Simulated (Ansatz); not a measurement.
Predict the output of the script below (Ansatz's Python interface).

`ecut_sn2gete3.py`:
```python
"""Cutoff test for Sn2GeTe3."""

import csv

import ansatz as az
from pymatgen.core import Lattice, Structure
from pymatgen.io.ase import AseAtomsAdaptor

pmg_structure = Structure(
    Lattice([(4.42633, 0.0, 0.0), (-2.21317, 3.83331, 0.0), (0.0, 0.0, 10.98346)]),
    ["Sn", "Sn", "Ge", "Te", "Te", "Te"],
    [
        (1 / 3, 2 / 3, 0.82713),
        (2 / 3, 1 / 3, 0.17286),
        (0.0, 0.0, 0.5),
        (1 / 3, 2 / 3, 0.34809),
        (2 / 3, 1 / 3, 0.65191),
        (0.0, 0.0, 0.0),
    ],
)
sn2gete3 = az.Crystal.from_ase(AseAtomsAdaptor.get_atoms(pmg_structure))

base = (
    sn2gete3.calculation()
    .functional("r2scan")
    .kpoints(6, 6, 2)  # the mesh must be finer for metals
    .occupations("fixed")
)

rows = []
for value in [250, 300, 350, 400, 450, 500]:
    rep = base.basis(value).run(threads=1, pin="off").report
    rows.append((value, rep["free_energy_ev"] / len(rep["lattice"]["sites"]), rep["n_iterations"], rep["n_pw"]))

with open("ecut.csv", "w", newline="") as handle:
    writer = csv.writer(handle)
    writer.writerow(["cutoff (eV)", "F/atom (eV)", "iterations", "plane waves"])
    writer.writerows([round(v, 5) if isinstance(v, float) else v for v in row] for row in rows)

# the last row is the reference
for row in rows[:-1]:
    shift = 1000 * (row[1] - rows[-1][1])
    print(f"{row[0]}: {shift:+.2f} meV/atom" + ("  (within 5 meV)" if abs(shift) < 5 else ""))
```

```console
$ python ecut_sn2gete3.py
DeckWarning: the atoms were moved onto the symmetric positions of the space group found under crystal.symmetry.tolerance 1.0e-5 (fractional; no operation is sought that the atoms, as they stand in a [...]
DeckWarning: basis.ecutwfc = 250 eV is below the records' recommended 500 eV, and the density's cutoff is lower with it unless basis.ecutrho_ratio is high enough to keep the records' density cutoff: compare with a run at a higher cutoff
DeckWarning: basis.ecutwfc = 300 eV is below the records' recommended 500 eV, and the density's cutoff is lower with it unless basis.ecutrho_ratio is high enough to keep the records' density cutoff: compare with a run at a higher cutoff
DeckWarning: basis.ecutwfc = 350 eV is below the records' recommended 500 eV, and the density's cutoff is lower with it unless basis.ecutrho_ratio is high enough to keep the records' density cutoff: compare with a run at a higher cutoff
DeckWarning: basis.ecutwfc = 400 eV is below the records' recommended 500 eV, and the density's cutoff is lower with it unless basis.ecutrho_ratio is high enough to keep the records' density cutoff: compare with a run at a higher cutoff
DeckWarning: basis.ecutwfc = 450 eV is below the records' recommended 500 eV, and the density's cutoff is lower with it unless basis.ecutrho_ratio is high enough to keep the records' density cutoff: compare with a run at a higher cutoff
250: +842.91 meV/atom
300: +68.73 meV/atom
350: +5.31 meV/atom
400: +2.15 meV/atom  (within 5 meV)
450: +0.81 meV/atom  (within 5 meV)
```
(Warnings from the package without file and line, shortened.)

`ecut.csv`, as written:
```csv
cutoff (eV),F/atom (eV),iterations,plane waves
250,-6226.75652,8,1661
300,-6227.5307,8,2215
350,-6227.59412,8,2805
400,-6227.59728,8,3377
450,-6227.59862,8,4063
500,-6227.59943,8,4673
```

From 400 eV on it stays within 5 meV an atom of the value at 500 eV; the first row (250 eV) is off by 842.9 meV and the last but one by 0.81 meV. The energy falls steadily, as expected when plane waves are added. The last run costs about 2.4 times the first.

Notes:
- This cell is a computed structure, which may not be the phase found in nature.
- Shifts are counted from the last row, which is itself no proven limit.
- Wall time of the script: 58 s on 1 thread of Arm Neoverse V2 (shared host), peak memory 0.97 GiB.
